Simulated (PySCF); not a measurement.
# C3H8FNSi: electronic excitations and core binding energies

Aim: predict the electronic excitations and core binding energies of C3H8FNSi (`N[Si@@H]1CC[C@@H]1F`).

Computed with PySCF 2.14.0, with density-fitted response routines of our own, on a single molecule in the gas phase. Atoms are numbered from 0 throughout.

### 1 The starting structure

14 atoms, charge 0, multiplicity 1; geometry from: GFN2-xTB.

Bonds of the start (Å): N0–Si1 1.72, Si1–C2 1.91, C2–C3 1.54, C3–C4 1.54, C4–F5 1.39, C4–Si1 1.94, N0–H6 1.01, N0–H7 1.01, Si1–H8 1.46, C2–H9 1.09, C2–H10 1.09, C3–H11 1.09, C3–H12 1.09, C4–H13 1.09.

### 2 TDDFT and polarisability: PBE0/def2-SVPD

Job settings and geometry (Å):

```
{"job": {"kind": "uv", "xc": "PBE0", "basis": "def2-SVPD", "nstates": 8, "ntriplets": 3}, "charge": 0, "multiplicity": 1}
N      2.011205     0.578682     0.851524
Si     0.849889     0.512450    -0.411513
C     -0.910766     0.975670     0.166786
C     -1.418120    -0.469248    -0.027247
C     -0.186322    -1.106608    -0.691936
F      0.249799    -2.237302    -0.006345
H      1.749303     0.240569     1.765187
H      2.965941     0.326187     0.654151
H      1.439954     1.106975    -1.604786
H     -1.016721     1.335820     1.187143
H     -1.431190     1.681128    -0.476433
H     -1.616932    -0.960793     0.924124
H     -2.316357    -0.535165    -0.639243
H     -0.370361    -1.448836    -1.713577
```

Level: TDDFT PBE0/def2-SVPD, vertical, gas phase, core orbitals frozen in the response.

Run with:

```console
OMP_NUM_THREADS=1 python probes_run.py task.json out
```

This one command runs all jobs of the session in turn.

What it wrote:

```text
coarse grid: 11992 points
cycle   1  E = -562.3860376131  dE =  5.410e-01  |g| = 5.768e-01  |ddm| = 5.046e+00
cycle   2  E = -562.3314834480  dE =  5.455e-02  |g| = 7.910e-01  |ddm| = 1.669e+00
cycle   3  E = -562.4564244331  dE = -1.249e-01  |g| = 6.824e-02  |ddm| = 8.611e-01
cycle   4  E = -562.4571664701  dE = -7.420e-04  |g| = 3.575e-02  |ddm| = 1.116e-01
cycle   5  E = -562.4574741911  dE = -3.077e-04  |g| = 5.100e-03  |ddm| = 5.174e-02
cycle   6  E = -562.4574802785  dE = -6.087e-06  |g| = 1.446e-03  |ddm| = 1.194e-02
final grid: 111128 points
cycle   7  E = -562.5270360217  dE = -2.590e-05  |g| = 9.486e-03  |ddm| = 8.652e-02
cycle   8  E = -562.5270178217  dE =  1.820e-05  |g| = 1.339e-02  |ddm| = 2.688e-02
cycle   9  E = -562.5270561984  dE = -3.838e-05  |g| = 8.173e-04  |ddm| = 1.479e-02
cycle  10  E = -562.5270563151  dE = -1.167e-07  |g| = 2.418e-04  |ddm| = 1.061e-03
cycle  11  E = -562.5270563260  dE = -1.087e-08  |g| = 4.218e-05  |ddm| = 3.958e-04
cycle  12  E = -562.5270563263  dE = -2.929e-10  |g| = 2.446e-05  |ddm| = 9.625e-05
converged SCF energy = -562.5270563263

Static polarisability (au): isotropic 68.280, principal 62.419 65.531 76.892

Singlet excitations
state   eV       nm        f      main configurations
  1   5.8647    211.4   0.01696   H->L 0.97
  2   6.6506    186.4   0.04034   H->L+1 0.96
  3   6.9330    178.8   0.01690   H->L+2 0.87
  4   7.0249    176.5   0.00675   H-1->L 0.66, H->L+3 0.23
  5   7.0615    175.6   0.03477   H->L+3 0.65, H-1->L 0.23
  6   7.4571    166.3   0.01040   H-2->L 0.57, H->L+4 0.28
  7   7.5656    163.9   0.02236   H->L+4 0.66, H-2->L 0.21
  8   7.6206    162.7   0.02801   H-1->L+1 0.86

Triplet excitations (Tamm-Dancoff, eV): 5.4142 6.2448 6.5432
```

It took 35 s on 1 thread of Arm Neoverse V1, shared host; peak memory 0.72 GiB.

The orbitals next to the gap, with their largest atomic shares:

| orbital | eV | atoms |
| --- | --- | --- |
| HOMO−3 | -9.27 | F5 23 %, C3 22 %, C2 21 % |
| HOMO−2 | -8.60 | N0 46 %, Si1 13 %, F5 12 % |
| HOMO−1 | -8.16 | C2 25 %, Si1 17 %, C3 15 % |
| HOMO | -7.06 | N0 26 %, C4 24 %, Si1 15 % |
| LUMO | 0.16 | Si1 27 %, N0 11 %, C4 11 % |
| LUMO+1 | 0.71 | Si1 24 %, C2 16 %, H10 10 % |
| LUMO+2 | 1.06 | Si1 21 %, H13 12 %, H8 11 % |

With each of the 8 states as a Gaussian band of 0.4 eV half-width at 1/e, the curve within the window shown has maxima at 209 nm (ε 730), 179 nm (ε 3,400) L/(mol cm). Beyond the last state computed it falls off for lack of states. The curve at chosen wavelengths:

(nm, ε (L/mol/cm)): (157, 1185), (160, 1982), (163, 2623), (166, 2947), (169, 3068), (173, 3223), (176, 3367), (179, 3419), (182, 3290), (185, 2966), (188, 2497), (191, 1969), (194, 1478), (198, 1004), (201, 816), (204, 743), (207, 733), (210, 733), (213, 708), (216, 645), (219, 551), (223, 402), (226, 296), (229, 205), (232, 135), (235, 85)

Leading natural transition orbitals of singlet state 2: the hole lies on C4 27 %; N0 24 %; Si1 10 %; the particle on H8, H10 about 17 % each; H9 13 %; H6, H11 about 8 % each.

Leading natural transition orbitals of singlet state 1: the hole lies on C4 27 %; N0 24 %; F5 10 %; the particle on H7, H8 about 15 % each; Si1 15 %; F5 10 %.

Further results of this job:

| property | computed |
| --- | --- |
| dipole moment (D) | 1.05 |
| polarisability (Å³) | 10.12 |
| HOMO–LUMO gap (eV) | 7.22 |
| −ε(HOMO) (eV) | 7.06 |

Orbitals, density, ELF and potential are computed afterwards from the orbital file.

Frontier orbitals at PBE0/def2-SVPD, with the share of their density that lies nearest to each atom:

| orbital | energy (eV) | lies on |
| --- | --- | --- |
| HOMO | -7.06 | C4 26 %; N0 25 %; F5 10 % |
| LUMO | 0.16 | H7 20 %; H8 14 %; Si1 13 % |

ELF in a plane through or near 5 of the atoms.

Ten even steps from ' ' (0.00) to '@' (0.99):
```
                                                        
                                                        
                                                        
                                                        
                          ::==--..                      
              ::..      ..**%%##++--..                  
          ..++##**::    ::**%%##**==..                  
        ..==##@@%%##::..++##==::==**::......            
        ..--**%%%%%%**--++%%**++@@%%++**%%##--          
        ..++%%##..**%%--..==--**##--++@@@@@@##          
      ..**@@@@@@##%%%%==::++--****::++@@@@@@##          
        ++@@@@@@**##++==++%%**##@@%%++##%%%%--          
        ..##%%**----::..--++--..****::......            
                          --**++--::                    
                        ::++**==..                      
                        ::++++==..                      
                        ..::--::                        
                                                        
                                                        
                                                        
```
The map spans 11.3 Å across and 9.4 Å up, centred on the molecule. Atoms in the plane (x, y in Å): N0 (-2.2, 0.2), C2 (0.6, 1.2), C3 (1.5, 0.0), H7 (-3.0, -0.4), H12 (2.5, 0.0).

On the surface of density 0.002 e/bohr³ the electrostatic potential runs, from the 1st to the 99th percentile, from -1.23 V near F5 to 1.63 V near H7.

### 3 Core-electron binding energies: SCAN, X2C

Settings changed since step 2:

```diff
@@ -1,2 +1,2 @@
-{"job": {"kind": "uv", "xc": "PBE0", "basis": "def2-SVPD", "nstates": 8, "ntriplets": 3}, "charge": 0, "multiplicity": 1}
+{"job": {"kind": "xps"}, "charge": 0, "multiplicity": 1}
 N      2.011205     0.578682     0.851524
```

Level: delta-SCF UKS SCAN, pcX-2 on the ionised atom, pcseg-1 elsewhere, spin-free X2C.

What it wrote:

```text
ground state, core basis on atom 0 (N), 159 functions
  cycle   1  E = -563.67120795  |g| = 7.03e-01
  cycle   2  E = -563.52140410  |g| = 1.09e+00
  cycle   3  E = -563.77608500  |g| = 1.18e-01
  cycle   4  E = -563.77869852  |g| = 5.62e-02
  cycle   5  E = -563.77948739  |g| = 1.08e-02
  cycle   6  E = -563.77951138  |g| = 3.89e-03
  cycle   7  E = -563.77951448  |g| = 2.09e-03
  cycle   8  E = -563.77951513  |g| = 5.00e-04
  E(ground) = -563.81669803 Eh
hole in N 1s of atom 0
  cycle   1  E = -548.20387579  |g| = 1.86e+00
  cycle   2  E = -547.63128509  |g| = 2.01e+00
  cycle   3  E = -548.84757096  |g| = 3.82e-01
  cycle   4  E = -548.88097671  |g| = 2.05e-01
  cycle   5  E = -548.90403499  |g| = 5.40e-02
  cycle   6  E = -548.90515888  |g| = 2.58e-02
  cycle   7  E = -548.90537688  |g| = 5.83e-03
  cycle   8  E = -548.90539128  |g| = 1.97e-03
  cycle   9  E = -548.90539210  |g| = 7.07e-04
  cycle  10  E = -548.90539390  |g| = 3.84e-04
  E(ion) = -548.94131221 Eh   <S^2> = 0.7645   hole on atom = 1.000   binding energy = 404.780 eV
ground state, core basis on atom 1 (Si), 170 functions
  cycle   1  E = -563.86584054  |g| = 2.87e-01
  cycle   2  E = -563.86586680  |g| = 4.21e-02
  cycle   3  E = -563.86577081  |g| = 3.94e-02
  cycle   4  E = -563.86605691  |g| = 1.11e-02
  cycle   5  E = -563.86607938  |g| = 1.72e-03
  cycle   6  E = -563.86608081  |g| = 2.57e-04
  E(ground) = -563.86265928 Eh
hole in Si 1s of atom 1
  cycle   1  E = -494.94175318  |g| = 4.35e+00
  cycle   2  E = -494.95692788  |g| = 2.20e+00
  cycle   3  E = -495.54627137  |g| = 9.10e-01
  cycle   4  E = -495.95006229  |g| = 3.67e-01
  cycle   5  E = -495.99105724  |g| = 1.68e-01
  cycle   6  E = -496.00216138  |g| = 3.99e-02
  cycle   7  E = -496.00266963  |g| = 2.33e-02
  cycle   8  E = -496.00296031  |g| = 4.63e-03
  cycle   9  E = -496.00296764  |g| = 3.04e-03
  cycle  10  E = -496.00297179  |g| = 4.21e-04
  E(ion) = -496.00743106 Eh   <S^2> = 0.7524   hole on atom = 1.000   binding energy = 1846.435 eV
hole in Si 2p of atom 1
  cycle   1  E = -559.60203112  |g| = 1.24e+00
  cycle   2  E = -559.39709095  |g| = 1.19e+00
  cycle   3  E = -559.86505482  |g| = 3.57e-01
  cycle   4  E = -559.92188508  |g| = 1.35e-01
  cycle   5  E = -559.92679524  |g| = 5.98e-02
  cycle   6  E = -559.92837650  |g| = 1.70e-02
  cycle   7  E = -559.92852118  |g| = 5.02e-03
  cycle   8  E = -559.92853405  |g| = 1.56e-03
  cycle   9  E = -559.92853548  |g| = 5.96e-04
  cycle  10  E = -559.92853490  |g| = 2.03e-04
  E(ion) = -559.93654957 Eh   <S^2> = 0.7517   hole on atom = 1.003   binding energy = 106.835 eV
  2p3/2 = 106.610 eV   2p1/2 = 107.234 eV
ground state, core basis on atom 2 (C), 159 functions
  cycle   1  E = -563.76647438  |g| = 6.29e-02
  cycle   2  E = -563.76642858  |g| = 3.26e-02
  cycle   3  E = -563.76659670  |g| = 2.16e-02
  cycle   4  E = -563.76670783  |g| = 5.40e-03
  cycle   5  E = -563.76671684  |g| = 8.73e-04
  cycle   6  E = -563.76671545  |g| = 3.03e-04
  E(ground) = -563.80525286 Eh
hole in C 1s of atom 2
  cycle   1  E = -552.53922254  |g| = 1.51e+00
  cycle   2  E = -551.80372630  |g| = 1.86e+00
  cycle   3  E = -553.06350041  |g| = 3.57e-01
  cycle   4  E = -553.10013338  |g| = 2.01e-01
  cycle   5  E = -553.11464226  |g| = 6.37e-02
  cycle   6  E = -553.11604827  |g| = 1.81e-02
  cycle   7  E = -553.11619150  |g| = 7.53e-03
  cycle   8  E = -553.11622432  |g| = 2.13e-03
  cycle   9  E = -553.11622746  |g| = 1.41e-03
  cycle  10  E = -553.11622758  |g| = 7.05e-04
  cycle  11  E = -553.11622912  |g| = 1.31e-04
  E(ion) = -553.15384665 Eh   <S^2> = 0.7692   hole on atom = 1.000   binding energy = 289.840 eV
ground state, core basis on atom 3 (C), 159 functions
  cycle   1  E = -563.76641304  |g| = 5.85e-02
  cycle   2  E = -563.76633267  |g| = 2.64e-02
  cycle   3  E = -563.76635669  |g| = 2.50e-02
  cycle   4  E = -563.76650160  |g| = 4.07e-03
  cycle   5  E = -563.76650294  |g| = 4.37e-04
  E(ground) = -563.80536067 Eh
hole in C 1s of atom 3
  cycle   1  E = -552.52339175  |g| = 1.51e+00
  cycle   2  E = -551.63347598  |g| = 1.97e+00
  cycle   3  E = -553.02025270  |g| = 4.26e-01
  cycle   4  E = -553.05610453  |g| = 3.17e-01
  cycle   5  E = -553.09135889  |g| = 6.18e-02
  cycle   6  E = -553.09273330  |g| = 9.25e-03
  cycle   7  E = -553.09277213  |g| = 5.78e-03
  cycle   8  E = -553.09278989  |g| = 2.02e-03
  cycle   9  E = -553.09279417  |g| = 9.66e-04
  cycle  10  E = -553.09279526  |g| = 7.60e-04
  cycle  11  E = -553.09279501  |g| = 1.47e-04
  E(ion) = -553.13026756 Eh   <S^2> = 0.7697   hole on atom = 1.000   binding energy = 290.484 eV
ground state, core basis on atom 4 (C), 159 functions
  cycle   1  E = -563.77034665  |g| = 5.88e-02
  cycle   2  E = -563.77030090  |g| = 2.41e-02
  cycle   3  E = -563.77031233  |g| = 2.39e-02
  cycle   4  E = -563.77043322  |g| = 3.55e-03
  cycle   5  E = -563.77043331  |g| = 7.21e-04
  cycle   6  E = -563.77043395  |g| = 1.43e-04
  E(ground) = -563.80845101 Eh
hole in C 1s of atom 4
  cycle   1  E = -552.48099213  |g| = 1.51e+00
  cycle   2  E = -549.10603343  |g| = 2.67e+00
  cycle   3  E = -552.60617593  |g| = 1.00e+00
  cycle   4  E = -552.98971071  |g| = 4.11e-01
  cycle   5  E = -553.04228700  |g| = 1.92e-01
  cycle   6  E = -553.05156577  |g| = 8.40e-02
  cycle   7  E = -553.05446840  |g| = 1.47e-02
  cycle   8  E = -553.05458168  |g| = 6.42e-03
  cycle   9  E = -553.05460599  |g| = 2.44e-03
  cycle  10  E = -553.05461040  |g| = 1.29e-03
  cycle  11  E = -553.05461323  |g| = 5.44e-04
  cycle  12  E = -553.05461268  |g| = 1.57e-04
  E(ion) = -553.09274989 Eh   <S^2> = 0.7746   hole on atom = 1.000   binding energy = 291.589 eV
ground state, core basis on atom 5 (F), 159 functions
  cycle   1  E = -563.81103351  |g| = 1.16e-01
  cycle   2  E = -563.81078595  |g| = 5.12e-02
  cycle   3  E = -563.81059481  |g| = 6.37e-02
  cycle   4  E = -563.81115718  |g| = 3.41e-03
  cycle   5  E = -563.81115912  |g| = 5.15e-04
  cycle   6  E = -563.81116062  |g| = 1.95e-04
  E(ground) = -563.85175306 Eh
hole in F 1s of atom 5
  cycle   1  E = -537.49118643  |g| = 2.58e+00
  cycle   2  E = -537.02739809  |g| = 2.32e+00
  cycle   3  E = -538.21131178  |g| = 6.02e-01
  cycle   4  E = -538.30754603  |g| = 4.04e-01
  cycle   5  E = -538.38605841  |g| = 9.13e-02
  cycle   6  E = -538.38910873  |g| = 4.52e-02
  cycle   7  E = -538.39010902  |g| = 7.97e-03
  cycle   8  E = -538.39013953  |g| = 2.56e-03
  cycle   9  E = -538.39014359  |g| = 7.95e-04
  cycle  10  E = -538.39014295  |g| = 4.06e-04
  E(ion) = -538.43591652 Eh   <S^2> = 0.7574   hole on atom = 1.000   binding energy = 691.600 eV
```

Run time: 75 s. Hardware: 1 thread of Arm Neoverse V1, shared host; peak memory 0.48 GiB.

The holes in one table. −ε is the ground-state orbital energy:

| hole | stands for | environment | ΔSCF (eV; 2p as the shell's mean) | −ε (eV) | ⟨S²⟩ |
| --- | --- | --- | --- | --- | --- |
| N1s on N0 | N0 | nitrogen bonded to Si, 2 H | 404.78 | 385.7 | 0.765 |
| Si1s on Si1 | Si1 | silicon bonded to 2 C, N, H, in a 4-membered ring | 1846.43 | 1793.3 | 0.752 |
| Si2p on Si1 | Si1 | silicon bonded to 2 C, N, H, in a 4-membered ring | 106.82 | 96.1 | 0.752 |
| C1s on C2 | C2 | sp3 CH2 bonded to Si | 289.84 | 273.2 | 0.769 |
| C1s on C3 | C3 | sp3 CH2 in a ring | 290.48 | 273.6 | 0.770 |
| C1s on C4 | C4 | sp3 CH bonded to F and Si | 291.59 | 274.8 | 0.775 |
| F1s on F5 | F5 | fluorine on an sp3 carbon | 691.60 | 665.8 | 0.757 |

With the spin-orbit splitting: Si1 2p3/2 106.61, 2p1/2 107.23 eV. The table gives each 2p level as the mean over the whole 2p shell (two parts 2p3/2, one part 2p1/2), which differs a little from the single hole in the log.

### 4 Outcome

| quantity | value |
| --- | --- |
| lowest singlet (PBE0/def2-SVPD) | 5.86 eV (211 nm), f = 0.017 |
| brightest single state of those computed | state 2, 6.65 eV, f = 0.040 |
| lowest triplet | 5.41 eV |
| surface potential, 1st and 99th percentile | -1.23 V and 1.63 V |
| C1s binding energies, SCAN/pcX-2 | C4 291.59, C3 290.48, C2 289.84 eV |
| N1s binding energies, SCAN/pcX-2 | N0 404.78 eV |
| Si1s binding energies, SCAN/pcX-2 | Si1 1846.43 eV |
| Si2p binding energies, SCAN/pcX-2 | Si1 106.82 eV |
| F1s binding energies, SCAN/pcX-2 | F5 691.60 eV |

What this shows: The first singlet state (HOMO→LUMO 0.97) lies at 5.86 eV and is weak; of the 8 states computed, the strongest absorption comes from state 2 at 6.65 eV. The lowest triplet lies 0.45 eV below the lowest singlet (triplets in Tamm-Dancoff, singlets in full TDDFT). C4 (sp3 CH bonded to F and Si) binds its C1s electron 1.75 eV more tightly than C2 (sp3 CH2 bonded to Si).
